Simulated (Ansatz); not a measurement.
# ClFHSSi radical: a ladder of functionals and wavefunction methods

An exercise on one series of results from a longer session: the logs are not shown, and one member is left open.

Method: functionals in def2-TZVPP, the program's frozen cores in correlated methods; program: Ansatz 0.2.0, Gaussian basis.

The runs, in order: LDA (SPW92), PBE-D4, revPBE-D4, BLYP-D4, r2SCAN-D4, B97M-V, PBE0-D4, B3LYP-D4, r2SCANh-D4, r2SCAN0-D4, HSE06-D4, BHLYP-D4, CAM-B3LYP-D4, LC-ωPBE, ωB97X-V, ωB97M-V, B2PLYP, PBE-QIDH; CCSD(T)/def2-SVP; CCSD(T)/def2-TZVPP; MP2/def2-QZVPP; extrapolation to the limit; RPA on PBE.

### The relaxed structure

The geometry comes from an earlier relaxation with PBE0-D4 in a triple-zeta def2 set; it is a stationary point.

SMILES `F[Si](S)Cl`, 5 atoms, charge 0, spin multiplicity 2.

Atoms are counted from 1 here; the program's logs count them from 0.

Bond lengths: F1–Si2 1.595 Å, Si2–S3 2.126 Å, Si2–Cl4 2.048 Å, S3–H5 1.348 Å. Angles: F1–Si2–S3 109.9°, F1–Si2–Cl4 105.6°, S3–Si2–Cl4 112.7°, Si2–S3–H5 93.2°.

The first run:

in.yaml reads:

```yaml
crystal:
  periodic: [false, false, false]
  atoms:
    - {symbol: F, position_ang: [1.365892, 0.779850, -0.804986]}
    - {symbol: Si, position_ang: [0.179189, -0.285866, -0.810912]}
    - {symbol: S, position_ang: [-1.537137, 0.537849, 0.134489]}
    - {symbol: Cl, position_ang: [0.909878, -1.928047, 0.170388]}
    - {symbol: H, position_ang: [-0.867921, 0.822613, 1.269720]}
basis:
  gaussian: {orbitals: def2-TZVPP}
magnetization: {spin_polarized: true, initial_magnetization: 1}
hamiltonian: {xc: lda}
output: {orbitals: {seedname: orbitals}}
```

Among the steps run: LDA; PBE-D4 (GGA); revPBE-D4 (GGA); BLYP-D4 (GGA); r2SCAN-D4 (meta-GGA); B97M-V (meta-GGA); PBE0-D4 (hybrid); B3LYP-D4 (hybrid); r2SCANh-D4 (hybrid); r2SCAN0-D4 (hybrid); HSE06-D4 (hybrid); BHLYP-D4 (hybrid); CAM-B3LYP-D4 (range-separated); LC-ωPBE-D4 (range-separated; the results give it without D4); ωB97X-V (range-separated); ωB97M-V (range-separated); B2PLYP (double hybrid); PBE-QIDH (double hybrid).

One table of the session follows, with a row left open; its other results are not shown here.

It belongs to the step «Frontier levels by functional». 

```
  functional  HOMO (eV)  LUMO (eV)  gap (eV)
 LDA (SPW92)      -5.78      -4.53      1.25
      PBE-D4      -5.79      -4.07      1.72
   revPBE-D4      -5.76      -3.90      1.86
     BLYP-D4      -5.58      -4.12      1.47
   r2SCAN-D4      -6.19      -3.58      2.61
      B97M-V      -5.86      -4.20      1.66
     PBE0-D4      -7.02      -3.16      3.85
    B3LYP-D4      -6.73      -3.59      3.14
  r2SCANh-D4      -6.63      -3.29      3.34
  r2SCAN0-D4          ?          ?         ?
    HSE06-D4      -6.62      -3.55      3.07
    BHLYP-D4      -8.06      -2.40      5.67
CAM-B3LYP-D4      -8.25      -2.31      5.93
     LC-ωPBE      -9.68      -0.83      8.85
     ωB97X-V      -9.16      -1.42      7.74
     ωB97M-V      -8.74      -1.57      7.18
```

Estimate the missing values for r2SCAN0-D4.

Worked estimate for «HOMO (eV)». Against the share of exact exchange, r2SCAN-D4 (0, -6.19), r2SCANh-D4 (0.1, -6.63) give a slope of -4.40 per unit share; at 0.25 the line stands at -7.29.

As computed: HOMO (eV): -7.30; LUMO (eV): -2.87; gap (eV): 4.43. In «HOMO (eV)» the line misses by +0.01.
